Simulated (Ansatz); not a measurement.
Geometry optimisation, Ansatz, DFT PBE-D3(BJ), scalar-relativistic, plane waves, PAW.

The input (input.yaml):

```yaml
crystal:
  lattice:
    - [5.8016, 0.0, 0.0]
    - [0.0, 5.659, 0.0]
    - [0.0, 0.0, 18.699111]
  atoms:
    - { symbol: W, position: [0.0, 0.0, 0.0534785] }
    - { symbol: C, position: [0.5, 0.25, 0.143043] }
    - { symbol: W, position: [0.25, 0.0, 0.1878253] }
    - { symbol: C, position: [0.25, 0.25, 0.2773899] }
    - { symbol: W, position: [0.5, 0.0, 0.3221722] }
    - { symbol: C, position: [0.5, 0.25, 0.4117367] }
    - { symbol: W, position: [0.0, 0.5, 0.0534785] }
    - { symbol: C, position: [0.5, 0.75, 0.143043] }
    - { symbol: W, position: [0.25, 0.5, 0.1878253] }
    - { symbol: C, position: [0.25, 0.75, 0.2773899] }
    - { symbol: W, position: [0.5, 0.5, 0.3221722] }
    - { symbol: C, position: [0.5, 0.75, 0.4117367] }
    - { symbol: W, position: [0.5, 0.0, 0.0534785] }
    - { symbol: C, position: [1.0, 0.25, 0.143043] }
    - { symbol: W, position: [0.75, 0.0, 0.1878253] }
    - { symbol: C, position: [0.75, 0.25, 0.2773899] }
    - { symbol: W, position: [1.0, 0.0, 0.3221722] }
    - { symbol: C, position: [1.0, 0.25, 0.4117367] }
    - { symbol: W, position: [0.5, 0.5, 0.0534785] }
    - { symbol: C, position: [1.0, 0.75, 0.143043] }
    - { symbol: W, position: [0.75, 0.5, 0.1878253] }
    - { symbol: C, position: [0.75, 0.75, 0.2773899] }
    - { symbol: W, position: [1.0, 0.5, 0.3221722] }
    - { symbol: C, position: [1.0, 0.75, 0.4117367] }
    - { symbol: Al, position: [0.3138595, 0.0847935, 0.488211] }
basis:
  ecutwfc: 420.0
kpoints:
  mp_grid: { grid: [3, 3, 1] }
hamiltonian:
  xc: pbe
  dispersion: d3bj
  pseudopotentials: { kind: paw, azcp: { folder: soft_1 } }
scf:
  occupations: { method: gaussian, width: 0.15 }
  lower_state_search: "off"
relax:
  f_tol: 0.03
  max_steps: 60
  adjacent_minimum: "off"
  constraints: [{ sites: [0, 6, 12, 18] }]
```

Launched with:

```bash
$ ansatz run input.yaml --threads 4 --pin off --max-ram 10240MiB --backend cpu --events-out ev --progress --plain --runs-dir out
```

Problem. Where does it end, and by what steps?

Solution. The run converged. The force dipped under the threshold on the way, but the program's further checks kept it going. Limits of this set-up: coarse k mesh, thin slab, slab without dipole correction, odd electron count without spin, a typed lattice constant that wasn't relaxed here. After 21 steps the energy has fallen by 6.690 eV; C12 moved furthest, 1.10 Å. Joined: W5–C24 (3.64 → 2.75 Å), C12–W23 (3.64 → 2.55 Å), C12–C24 (2.90 → 1.31 Å), W23–Al25 (4.30 → 3.33 Å), C24–Al25 (2.99 → 1.99 Å).

| step | energy less start (eV) | largest force component (eV/Å) | accepted |
| --- | --- | --- | --- |
| 0 | 0.0000 | 2.978 | yes |
| 1 | -1.3539 | 2.588 | yes |
| 2 | -2.1867 | 1.973 | yes |
| 3 | -2.8420 | 1.305 | yes |
| 4 | -3.4044 | 0.979 | yes |
| 5 | -3.9595 | 1.105 | yes |
| 6 | -4.7395 | 2.178 | yes |
| 7 | -5.1767 | 2.775 | yes |
| 8 | -5.3530 | 1.361 | yes |
| 9 | -5.6280 | 0.755 | yes |
| 10 | -5.8161 | 0.487 | yes |
| 11 | -5.9123 | 0.711 | yes |
| 12 | -6.0867 | 0.734 | yes |
| 13 | -6.3661 | 0.658 | yes |
| 14 | -6.5678 | 0.545 | yes |
| 15 | -6.6474 | 0.314 | yes |
| 16 | -6.6709 | 0.151 | yes |
| 17 | -6.6813 | 0.199 | yes |
| 18 | -6.6851 | 0.310 | yes |
| 19 | -6.6882 | 0.109 | yes |
| 20 | -6.6902 | 0.024 | yes |
| 21 | -6.6902 | 0.024 | yes |

```xyz
25
Lattice="5.8016 0.0000 0.0000 0.0000 5.6590 0.0000 0.0000 0.0000 18.6991" Properties=species:S:1:pos:R:3
W 0.000 0.000 1.000
C 2.913 1.411 2.605
W 1.448 0.007 3.480
C 1.448 1.419 5.123
W 2.868 -0.011 6.034
C 2.940 1.263 7.572
W 0.000 2.829 1.000
C 2.909 4.247 2.606
W 1.462 2.831 3.483
C 1.453 4.256 5.107
W 2.927 2.788 6.025
C 1.917 3.876 7.385
W 2.901 0.000 1.000
C 5.798 1.417 2.609
W 4.352 -0.008 3.493
C 4.364 1.393 5.129
W 5.766 0.036 6.020
C 5.508 1.631 7.529
W 2.901 2.829 1.000
C 5.804 4.242 2.605
W 4.360 2.830 3.496
C 4.356 4.233 5.224
W 5.826 2.850 6.016
C 6.747 4.683 7.752
Al 1.230 0.879 8.413
```

Whether the end is a true minimum wasn't checked by a vibrational analysis.

Time of the run: 3 min on 4 threads of Arm Neoverse V2, with other jobs on the host, peak memory 1.7 GiB.
